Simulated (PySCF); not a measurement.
**Lu2O3: other functionals and bases at one geometry**

An exercise on one series of results from a longer session: the logs are not shown, and one member is left open.

The runs use PySCF 2.14.0; several levels, as the steps say, no spin–orbit coupling.

1 further run of the same task is left out (for a known fault of the program).

## Starting geometry

5 atoms, charge 0, spin multiplicity 1.

Bond lengths: Lu1–O3 2.035 Å, Lu1–O4 1.840 Å, Lu2–O3 2.035 Å, Lu2–O5 1.840 Å. Angles: O3–Lu1–O4 112.3°, O3–Lu2–O5 112.3°, Lu1–O3–Lu2 161.3°.

As a file:

```mol
Lu2O3
  3D, bonds by distance, orders not assigned

  5  4  0  0  0  0  0  0  0  0999 V2000
    0.4315    0.3153    2.0082 Lu  0  0
    0.4315    0.3153   -2.0082 Lu  0  0
    0.6989    0.5106   -0.0000 O   0  0
   -1.0159   -0.7422    2.4212 O   0  0
   -1.0159   -0.7422   -2.4212 O   0  0
  1  3  8  0
  1  4  8  0
  2  3  8  0
  2  5  8  0
M  END
```

Formal oxidation states: Lu +3. Each metal's 14 4f electrons lie in its core potential, so multiplicities, spins and levels count the valence alone. An earlier session relaxed this geometry at BP86, Lu lcecp-1-SVP with ECP60, O def2-SVP (singlet, point group C2v).

At BP86 on the finer grid: E = -305.721047 Eh, HOMO -4.58 eV, LUMO -3.06 eV, Mulliken charge on Lu1 +0.66 e, largest force component 0.016 eV/Å. 

Levels to run: wB97X; r2SCAN; TPSS; TPSSh; BP86, TZVP. Hardware: 2 threads of Arm Neoverse V1, shared host.

Set-up of the first run:

Contents of run.py (the lines that set the calculation):

```python
mol = gto.M(atom='''
Lu     0.43155     0.31528     2.00824
Lu     0.43155     0.31528    -2.00824
O      0.69888     0.51058     0.00000
O     -1.01591    -0.74219     2.42120
O     -1.01591    -0.74219    -2.42120''',
    basis={'Lu': 'lcecp-1-SVP', 'O': 'def2-SVP'},
    ecp={'Lu': 'lcecp-1-SVP'},
    charge=0, spin=0)
mf = dft.RKS(mol, xc='WB97X')
mf.grids.atom_grid = (75, 302)  # f atoms: unpruned, at least (60, 302)
mf = mf.density_fit()  # fitting sets: Lu AutoAux, O def2-universal-JKFIT
mf.conv_tol = 1e-08; mf.max_cycle = 55
mf.kernel(dm0)  # dm0: the density of the relaxed state
```

Run with:

```sh
$ OMP_NUM_THREADS=2 python run.py
```

Steps of the session up to this table: wB97X; r2SCAN; TPSS; TPSSh; BP86, TZVP.

One table of the session follows, with a row left open; its other results are not shown here.

```
              level  HOMO (eV)  gap (eV)  charge on Lu1 (e)  dipole (D)  largest force component (eV/Å)
BP86 (relaxed here)      -4.58      1.52               0.66       12.01                            0.02
              wB97X      -7.96      7.19               0.81       14.54                            0.95
             r2SCAN          ?         ?                  ?           ?                               ?
               TPSS      -4.42      1.57               0.74       12.47                            0.07
              TPSSh      -4.92      2.29               0.79       13.08                            0.25
         BP86, TZVP      -4.58      1.55               1.10       12.54                            0.05
```

Estimate the missing values for r2SCAN.

The run gave: HOMO (eV): -4.57; gap (eV): 1.89; charge on Lu1 (e): 0.79; dipole (D): 13.02; largest force component (eV/Å): 0.33. In the column «HOMO (eV)» it lies between BP86, TZVP (-4.58) and TPSS (-4.42).

In one basis the HOMO–LUMO gap runs from 1.52 eV (BP86) to 7.19 eV (wB97X). The largest leftover force, 0.95 eV/Å with wB97X, stands at a geometry relaxed at another level. With 4f in the core, its levels are missing from HOMO and gap, and its count is fixed, so no charge can pass from the ligands into it. Total energies of different levels can't be compared.
